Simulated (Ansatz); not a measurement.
# BGeH6 (doublet): from Hartree-Fock to the top rungs at distance Ge1–H5 along a hydrogen transfer = 1.769 Å, cc-pVDZ

Aim: climb from Hartree-Fock through coupled cluster and multireference methods for BGeH6 (doublet) at one geometry and basis, and see what each rung misses.

The runs use Ansatz 0.2.0, Gaussian basis; cc-pVDZ, core rule «outside noble gas», up to 15 orbitals frozen.

Plan: UHF; CCSD(T) on ROHF; CCSD(T) on UHF; BCCD(T) on ROHF; CISD; CCSDT(Q) on ROHF; CCSDT(Q) on UHF; CASSCF and MRCISD+Q, 3 electrons in 3 orbitals; CASSCF and NEVPT2, 3 electrons in 3 orbitals; CASSCF and MRCISD+Q, 9 electrons in 9 orbitals; CASSCF and NEVPT2, 9 electrons in 9 orbitals.

## 1. The geometry

The geometry derives from fragments relaxed apart (PBE0/def2-TZVP) and kept rigid, so it is no stationary point. A hydrogen atom is moved between rigid fragments. No spin-orbit coupling is included. The filled d shell of Ge may be among the frozen orbitals whatever the setting's name suggests; the logs give the count.

8 atoms, charge 0, spin multiplicity 2.

Atoms are counted from 1 here; the program's logs count them from 0.

Bond lengths: Ge1–H2 1.534 Å, Ge1–H3 1.534 Å, Ge1–H4 1.534 Å, Ge1–H5 1.769 Å, H5–B6 1.264 Å, B6–H7 1.191 Å, B6–H8 1.191 Å. Angles: H2–Ge1–H3 109.5°, H2–Ge1–H4 109.5°, H2–Ge1–H5 109.5°, H3–Ge1–H4 109.5°, H3–Ge1–H5 109.5°, H4–Ge1–H5 109.5°, Ge1–H5–B6 180.0°, H5–B6–H7 115.3°, H5–B6–H8 115.3°, H7–B6–H8 129.4°.

## 2. UHF

in.yaml reads:

```yaml
crystal:
  periodic: [false, false, false]
  atoms:
    - {symbol: Ge, position_ang: [-0.448796, 0.000000, 0.000000]}
    - {symbol: H, position_ang: [-0.960246, 1.446599, 0.000001]}
    - {symbol: H, position_ang: [-0.960246, -0.723300, 1.252791]}
    - {symbol: H, position_ang: [-0.960246, -0.723299, -1.252792]}
    - {symbol: H, position_ang: [1.320204, 0.000000, 0.000000]}
    - {symbol: B, position_ang: [2.584204, 0.000000, 0.000000]}
    - {symbol: H, position_ang: [3.093277, 0.000000, 1.077008]}
    - {symbol: H, position_ang: [3.093277, 0.000000, -1.077009]}
basis:
  gaussian: {orbitals: cc-pVDZ}
magnetization: {spin_polarized: true, initial_magnetization: 1}
hamiltonian: {xc: hf}
output: {orbitals: {seedname: orbitals}}
```

Run with:

```sh
> ansatz run in.yaml --threads 1 --pin off --events-out ev --progress --plain --max-ram 2816MiB --backend cpu
```

Further steps of the session: CCSD(T) on ROHF; CCSD(T) on UHF; BCCD(T) on ROHF; CISD; CCSDT(Q) on ROHF; CCSDT(Q) on UHF; CASSCF and MRCISD+Q, 3 electrons in 3 orbitals; CASSCF and NEVPT2, 3 electrons in 3 orbitals; CASSCF and MRCISD+Q, 9 electrons in 9 orbitals; CASSCF and NEVPT2, 9 electrons in 9 orbitals.

**Question.** What will the summary of the whole plan be? Wanted: UCCSDT(Q) below the RHF energy; RMP2 from UCCSDT(Q); UMP2 from UCCSDT(Q); RCCSD from UCCSDT(Q); RCCSD(T) from UCCSDT(Q); UCCSD(T) from UCCSDT(Q); RCCSDT(Q) from UCCSDT(Q); NEVPT2 frontier from UCCSDT(Q); MRCISD+Q frontier from UCCSDT(Q).

The runs gave:

```
                         quantity                                                                      value
   UCCSDT(Q) below the RHF energy                                                                 -6.9126 eV
              RMP2 from UCCSDT(Q)                                                                +1494.3 meV
              UMP2 from UCCSDT(Q)                                                                +1506.6 meV
             RCCSD from UCCSDT(Q)                                                                 +167.9 meV
          RCCSD(T) from UCCSDT(Q)                                                                  +35.8 meV
          UCCSD(T) from UCCSDT(Q)                                                                  +33.4 meV
         RCCSDT(Q) from UCCSDT(Q)                                                                   +3.1 meV
   NEVPT2 frontier from UCCSDT(Q)                                                                +1370.5 meV
 MRCISD+Q frontier from UCCSDT(Q)                                                                  +34.7 meV
levels within 1 kcal/mol (43 meV)  RCCSD(T), UCCSD(T), BCCD(T), RCCSDT, UCCSDT, RCCSDT(Q), MRCISD+Q frontier
                    T1 diagnostic                                                                      0.014
```

What this shows: RCCSD(T) misses by +35.8 meV, 0.5 % of the correlation energy. Of the multireference levels listed MRCISD+Q frontier comes nearest in total energy (+34.7 meV), which doesn't show that its space is the better one. These misses are within one basis, not against nature; the frozen cores of restricted and unrestricted runs differ, which can shift their rows.
